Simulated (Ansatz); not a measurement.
Program: Ansatz.

input.yaml

```yaml
crystal:
  lattice:
    - [5.804, 0.0, 0.0]
    - [0.0, 5.662, 0.0]
    - [0.0, 0.0, 16.188676]
  atoms:
    - { symbol: W, position: [0.0, 0.0, 0.0617716] }
    - { symbol: C, position: [-0.0086216, 0.24998935, 0.15959721] }
    - { symbol: W, position: [0.25276711, -0.00212915, 0.2095987] }
    - { symbol: C, position: [0.24621211, 0.24999843, 0.30257811] }
    - { symbol: W, position: [0.0, 0.5, 0.0617716] }
    - { symbol: C, position: [0.00293607, 0.75000626, 0.16139744] }
    - { symbol: W, position: [0.25277711, 0.50213064, 0.20959259] }
    - { symbol: C, position: [0.46398019, 0.74999669, 0.28870342] }
    - { symbol: W, position: [0.5, 0.0, 0.0617716] }
    - { symbol: C, position: [0.5000814, 0.24998839, 0.15615149] }
    - { symbol: W, position: [0.73862541, -0.00186258, 0.21755785] }
    - { symbol: C, position: [0.67787257, 0.24999744, 0.30594383] }
    - { symbol: W, position: [0.5, 0.5, 0.0617716] }
    - { symbol: C, position: [0.50755959, 0.75000965, 0.15409674] }
    - { symbol: W, position: [0.73860648, 0.50187707, 0.21756018] }
    - { symbol: C, position: [0.6816843, 0.7500054, 0.31476861] }
    - { symbol: Cl, position: [0.47524998, 0.25000681, 0.38267829] }
basis:
  ecutwfc: 420.0
kpoints:
  mp_grid: { grid: [4, 4, 1] }
hamiltonian:
  xc: pbesol
  pseudopotentials: { kind: paw, azcp: { folder: soft_1 } }
scf:
  occupations: { method: gaussian, width: 0.1 }
  lower_state_search: "off"
neb:
  images: 5
  f_tol: 0.05
  initial_path: linear
  max_iterations: 58
  optimiser: lbfgs
  spring: 2.0
  constraints: [{ sites: [0, 4, 8, 12] }]
  final_atoms:
    - { symbol: W, position: [0.0, 0.0, 0.0617716] }
    - { symbol: C, position: [0.00293607, 0.25000626, 0.16139744] }
    - { symbol: W, position: [0.25277711, 0.00213064, 0.20959259] }
    - { symbol: C, position: [0.46398019, 0.24999669, 0.28870342] }
    - { symbol: W, position: [0.0, 0.5, 0.0617716] }
    - { symbol: C, position: [-0.0086216, 0.74998935, 0.15959721] }
    - { symbol: W, position: [0.25276711, 0.49787085, 0.2095987] }
    - { symbol: C, position: [0.67787257, 0.74999744, 0.30594383] }
    - { symbol: W, position: [0.5, 0.0, 0.0617716] }
    - { symbol: C, position: [0.50755959, 0.25000965, 0.15409674] }
    - { symbol: W, position: [0.73860648, 0.00187707, 0.21756018] }
    - { symbol: C, position: [0.6816843, 0.2500054, 0.31476861] }
    - { symbol: W, position: [0.5, 0.5, 0.0617716] }
    - { symbol: C, position: [0.5000814, 0.74998839, 0.15615149] }
    - { symbol: W, position: [0.73862541, 0.49813742, 0.21755785] }
    - { symbol: C, position: [0.67787257, 0.74999744, 0.30594383] }
    - { symbol: Cl, position: [0.47524998, 0.75000681, 0.38267829] }
  order_check: true
```

Command:

```bash
$ ansatz run input.yaml --threads 4 --pin off --max-ram 10240MiB --backend cpu --events-out ev --progress --plain --runs-dir out
```

Q: What happens?

A: The program refused the input.

```
Error: invalid value for `neb.final_atoms`: atoms 7 and 15 coincide, 0.00e0 Å apart — within crystal.symmetry.tolerance (1e-5 of a cell vector) on every axis, the bar that crystal.atoms meet: set the two apart
```
